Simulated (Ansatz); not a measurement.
# Cl2H4W: the cost of one run

All numbers below are computed with Ansatz 0.2.0 (RKS PBE-D4/def2-SVP).

## Step 1: The structure to begin with

Bond lengths: W1–H2 1.720 Å, W1–H3 1.720 Å, W1–Cl4 2.390 Å, W1–Cl5 2.390 Å, W1–H6 1.720 Å, W1–H7 1.720 Å. Angles (14 of 15 angles, heavy atoms first): Cl4–W1–Cl5 90.0°, H2–W1–Cl4 90.0°, H2–W1–Cl5 90.0°, H3–W1–Cl4 90.0°, H3–W1–Cl5 180.0°, Cl4–W1–H6 180.0°, Cl4–W1–H7 90.0°, Cl5–W1–H6 90.0°, Cl5–W1–H7 90.0°, H2–W1–H3 90.0°, H2–W1–H6 90.0°, H2–W1–H7 180.0°, H3–W1–H6 90.0°, H3–W1–H7 90.0°.

Coordinates:

```xyz
7

W     0.0000    0.0000    0.0000
H     0.0000    0.0000    1.7200
H     1.7200    0.0000    0.0000
Cl    0.0000    2.3900    0.0000
Cl   -2.3900    0.0000    0.0000
H     0.0000   -1.7200    0.0000
H     0.0000    0.0000   -1.7200
```

## Step 2: Preparing the start

input.yaml reads:

```yaml
crystal:
  periodic: [false, false, false]
  atoms:
    - { symbol: W, position_ang: [0.0, 0.0, 0.0] }
    - { symbol: H, position_ang: [0.0, 0.0, 1.72] }
    - { symbol: H, position_ang: [1.72, 0.0, 0.0] }
    - { symbol: Cl, position_ang: [0.0, 2.39, 0.0] }
    - { symbol: Cl, position_ang: [-2.39, 0.0, 0.0] }
    - { symbol: H, position_ang: [0.0, -1.72, 0.0] }
    - { symbol: H, position_ang: [0.0, 0.0, -1.72] }
basis:
  gaussian: { orbitals: def2-SVP }
hamiltonian:
  xc: pbe
  dispersion: d4
relax:
  f_tol: 0.02
  max_steps: 40
```

On the command line:

```
> ansatz run input.yaml --threads 2 --pin off --max-ram 3072MiB --backend cpu --events-out ev --progress --plain --runs-dir out
```

**Question.** How long does this run take on 2 threads of Arm Neoverse V1, shared host, and how much memory does it need?

About 27 s, with a peak of 0.17 GiB.
